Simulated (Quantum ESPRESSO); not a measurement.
A run of Quantum ESPRESSO 7.5:

Contents of pw.in:

```
&CONTROL
  calculation = 'scf'
  prefix = 'pwscf'
  outdir = './tmp'
  pseudo_dir = './pseudo'
  tprnfor = .true.
  tstress = .true.
  disk_io = 'low'
/
&SYSTEM
  ibrav = 0
  A = 5.1006582
  nat = 4
  ntyp = 2
  ecutwfc = 45
  ecutrho = 360
  nbnd = 27
  occupations = 'smearing'
  smearing = 'fd'
  degauss = 0.00367493
/
&ELECTRONS
  conv_thr = 8d-10
  electron_maxstep = 120
  mixing_beta = 0.5
/
ATOMIC_SPECIES
Y     88.9058 y_pbe_v1.4.uspp.F.UPF
N     14.0070 n_pbe_v1.2.uspp.F.UPF
CELL_PARAMETERS alat
   0.0000000000    0.7071067808    0.7071067808
   0.7071067808    0.0000000000    0.7071067808
   0.7071067808    0.7071067808    0.0000000000
ATOMIC_POSITIONS alat
Y      0.3535533904    0.3535533904    0.3535533904
Y      1.0606601713    1.0606601713    1.0606601713
Y      0.7071067808    0.7071067808    0.7071067808
N      0.0000000000    0.0000000000    0.0000000000
K_POINTS automatic
2 2 2 1 1 1
```

Contents of relax.in:

```
&CONTROL
  calculation = 'vc-relax'
  prefix = 'pwscf'
  outdir = './tmp'
  pseudo_dir = './pseudo'
  tprnfor = .true.
  tstress = .true.
  disk_io = 'low'
  nstep = 40
  forc_conv_thr = 0.0001
  etot_conv_thr = 1d-06
/
&SYSTEM
  ibrav = 0
  A = 5.1006582
  nat = 4
  ntyp = 2
  ecutwfc = 45
  ecutrho = 360
  nbnd = 27
  occupations = 'smearing'
  smearing = 'fd'
  degauss = 0.00367493
/
&ELECTRONS
  conv_thr = 8d-10
  electron_maxstep = 120
  mixing_beta = 0.5
/
&IONS
  ion_dynamics = 'bfgs'
/
&CELL
  cell_dynamics = 'bfgs'
  press = 0
  press_conv_thr = 0.2
/
ATOMIC_SPECIES
Y     88.9058 y_pbe_v1.4.uspp.F.UPF
N     14.0070 n_pbe_v1.2.uspp.F.UPF
CELL_PARAMETERS alat
   0.0000000000    0.7071067808    0.7071067808
   0.7071067808    0.0000000000    0.7071067808
   0.7071067808    0.7071067808    0.0000000000
ATOMIC_POSITIONS alat
Y      0.3535533904    0.3535533904    0.3535533904
Y      1.0606601713    1.0606601713    1.0606601713
Y      0.7071067808    0.7071067808    0.7071067808
N      0.0000000000    0.0000000000    0.0000000000
K_POINTS automatic
2 2 2 1 1 1
```

The input gamma.in:

```
&CONTROL
  calculation = 'bands'
  prefix = 'pwscf'
  outdir = './tmp'
  pseudo_dir = './pseudo'
  disk_io = 'low'
  verbosity = 'high'
/
&SYSTEM
  ibrav = 0
  A = 5.04687723
  nat = 4
  ntyp = 2
  ecutwfc = 45
  ecutrho = 360
  nbnd = 27
  occupations = 'smearing'
  smearing = 'fd'
  degauss = 0.00367493
/
&ELECTRONS
  conv_thr = 1d-08
  electron_maxstep = 120
  mixing_beta = 0.5
  diago_full_acc = .true.
  startingwfc = 'random'
/
ATOMIC_SPECIES
Y     88.9058 y_pbe_v1.4.uspp.F.UPF
N     14.0070 n_pbe_v1.2.uspp.F.UPF
CELL_PARAMETERS alat
   0.0000000000    0.7071067805    0.7071067805
   0.7071067805    0.0000000000    0.7071067805
   0.7071067805    0.7071067805    0.0000000000
ATOMIC_POSITIONS alat
Y      0.3535533903    0.3535533903    0.3535533903
Y      1.0606601708    1.0606601708    1.0606601708
Y      0.7071067805    0.7071067805    0.7071067805
N      0.0000000000    0.0000000000    0.0000000000
K_POINTS crystal
1
0.0 0.0 0.0 1
```

scf2.in

```
&CONTROL
  calculation = 'scf'
  prefix = 'pwscf'
  outdir = './tmp'
  pseudo_dir = './pseudo'
  tprnfor = .true.
  tstress = .true.
  disk_io = 'low'
/
&SYSTEM
  ibrav = 0
  A = 5.04687723
  nat = 4
  ntyp = 2
  ecutwfc = 45
  ecutrho = 360
  nbnd = 27
  occupations = 'fixed'
/
&ELECTRONS
  conv_thr = 1d-13
  electron_maxstep = 120
  mixing_beta = 0.5
  startingpot = 'file'
/
ATOMIC_SPECIES
Y     88.9058 y_pbe_v1.4.uspp.F.UPF
N     14.0070 n_pbe_v1.2.uspp.F.UPF
CELL_PARAMETERS alat
   0.0000000000    0.7071067805    0.7071067805
   0.7071067805    0.0000000000    0.7071067805
   0.7071067805    0.7071067805    0.0000000000
ATOMIC_POSITIONS alat
Y      0.3535533903    0.3535533903    0.3535533903
Y      1.0606601708    1.0606601708    1.0606601708
Y      0.7071067805    0.7071067805    0.7071067805
N      0.0000000000    0.0000000000    0.0000000000
K_POINTS automatic
2 2 2 1 1 1
```

The input ph.in:

```
phonons of Y3N
&INPUTPH
  prefix = 'pwscf'
  outdir = './tmp'
  tr2_ph = 1d-18
  fildyn = 'dyn'
  niter_ph = 90
  alpha_mix(1) = 0.7
  epsil = .true.
/
0.0000000000 0.0000000000 0.0000000000
```

The input dynmat.in:

```
&INPUT
  fildyn = 'dyn'
  asr = 'crystal'
  lperm = .true.
  filout = 'dynmat.disp'
  fileig = 'dynmat.eig'
/
```

File dynmat_lo.in:

```
&INPUT
  fildyn = 'dyn'
  asr = 'crystal'
  filout = 'dynmat_lo.disp'
  fileig = 'dynmat_lo.eig'
  q(1) = 0
  q(2) = 0
  q(3) = 1
/
```

Potentials or basis: GBRV 1.5 PBE.

Command:

```bash
$ OMP_NUM_THREADS=1 pw.x -in pw.in > pw.out
$ OMP_NUM_THREADS=1 pw.x -in relax.in > relax.out
$ OMP_NUM_THREADS=1 pw.x -in gamma.in > gamma.out
$ OMP_NUM_THREADS=1 pw.x -in scf2.in > scf2.out
$ OMP_NUM_THREADS=1 ph.x -in ph.in > ph.out
$ OMP_NUM_THREADS=1 dynmat.x -in dynmat.in > dynmat.out
$ OMP_NUM_THREADS=1 dynmat.x -in dynmat_lo.in > dynmat_lo.out
```

Hardware: 1 thread of Arm Neoverse V1 (shared host).

Estimate the wall time of this run.

Wall time 9.4 min on 1 thread of Arm Neoverse V1 (shared host), peak memory 0.29 GiB. Counts: scf iterations 99, k pools 1, bands 27, ion steps 5, k points 2, g dense 72929.
